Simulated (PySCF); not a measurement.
# C4H2N2S: the cost of one run

Programs: PySCF 2.14.0, with routines of our own; each step states its level. All values are computed. Atoms count from 0.

### 1 The system as given

9 atoms, charge 0, multiplicity 1; geometry from: GFN2-xTB.

### 2 Optimising the geometry at PBE0-D3(BJ)/def2-SVP

What the job is given:

```
{"job": {"xc": "PBE0", "basis": "def2-SVP", "d3": "d3bj", "grid": 2, "kind": "geom"}, "charge": 0, "multiplicity": 1}
N      3.287663    -0.947988     0.462815
C      2.191658    -0.652897     0.301959
C      0.861738    -0.253416     0.117276
N     -0.107260    -1.014769    -0.269457
C     -1.267213    -0.346913    -0.353591
C     -1.202332     0.976290    -0.022487
S      0.391054     1.417849     0.418789
H     -2.150565    -0.873050    -0.665833
H     -1.991182     1.700888    -0.014650
```

Started as:

```bash
> OMP_NUM_THREADS=1 python excited_run.py task.json out
```

The driver reads the jobs from task.json and runs them one after another.

Q: Estimate the wall time and peak memory of this first job on 1 thread of Intel Xeon Platinum 8259CL at 2.50GHz, shared host.

About 31 s, with a peak of 0.62 GiB.
